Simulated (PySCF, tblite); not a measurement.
# C₄H₂F₂O₂+ (doublet): geometry, infrared bands and EPR parameters

Wanted: the infrared bands and EPR parameters of C₄H₂F₂O₂+ (doublet) (`O=C(O)/[C+]=[C]/C(F)F`), by calculation.

Programs: tblite 0.8.0 and PySCF 2.14.0, with density-fitted response routines of our own. Each step states its level of theory. These are calculated values for one molecule in the gas phase, unless marked as measured. Atoms are numbered from 0 throughout.

### Step 1. The starting structure

10 atoms, charge 1, multiplicity 2; geometry from: force field or distance geometry start.

Bonds of the start (Å): O0–C1 1.23, C1–O2 1.34, C1–C3 1.43, C3–C4 1.20, C4–C5 1.46, C5–F6 1.36, C5–F7 1.36, O2–H8 0.97, C5–H9 1.09.

### Step 2. Relaxing the molecule with GFN2-xTB

The job: settings as JSON, then the geometry in Å.

```
{"job": {"kind": "relax", "xc": "GFN2-xTB", "basis": "xTB"}, "charge": 1, "multiplicity": 2}
O      2.577400    -1.140100    -0.315000
C      1.894100    -0.129700    -0.150600
O      2.451500     1.086200    -0.024100
C      0.467200    -0.143500    -0.048300
C     -0.732200    -0.169600     0.052100
C     -2.188100    -0.189400     0.144100
F     -2.708500     0.612500    -0.819700
F     -2.547500     0.345400     1.343900
H      3.408000     0.924500    -0.115800
H     -2.613100    -1.191600     0.057000
```

The run is started by

```console
$ OMP_NUM_THREADS=1 python probes_run.py task.json out
```

One launch serves the whole session: the jobs run in the order shown.

**Question.** This job is followed by: GFN2-xTB harmonic vibrations, gas phase; UKS B3LYP, pcH-1 on C F H O, non-relativistic, mean-field spin-orbit, GIAO. What will the session give for the following? strongest single infrared mode (GFN2-xTB); zero-point energy (GFN2-xTB); g(iso) (B3LYP); ⟨S²⟩; largest a(iso) (averaged by class).

The runs gave:

```
                                 quantity                  value
strongest single infrared mode (GFN2-xTB)  1734 cm⁻¹, 553 km/mol
             zero-point energy (GFN2-xTB)          32.3 kcal/mol
                           g(iso) (B3LYP)                2.00663
                                     ⟨S²⟩     0.759 (exact 0.75)
       largest a(iso) (averaged by class)    1H on H9, 142.9 MHz
```

**Reading.** The optimisation took 38 steps and gained 0.376 eV; among the close pairs (by a distance rule), C1–O2 changed most, from 1.344 to 1.275 Å. All 24 modes are real, so the xTB geometry is a minimum. The strongest single mode, at 1734 cm⁻¹, moves mainly C1. Unscaled tight-binding wavenumbers are off by several per cent, some by more. Its intensities can rank the bands wrongly. O0 carries the largest spin population, 0.50 e. The isotropic g lies 4.3 ppt above the free-electron value. The conformer search found further structures of the same energy, which may be mirror or relabelled copies of this one.
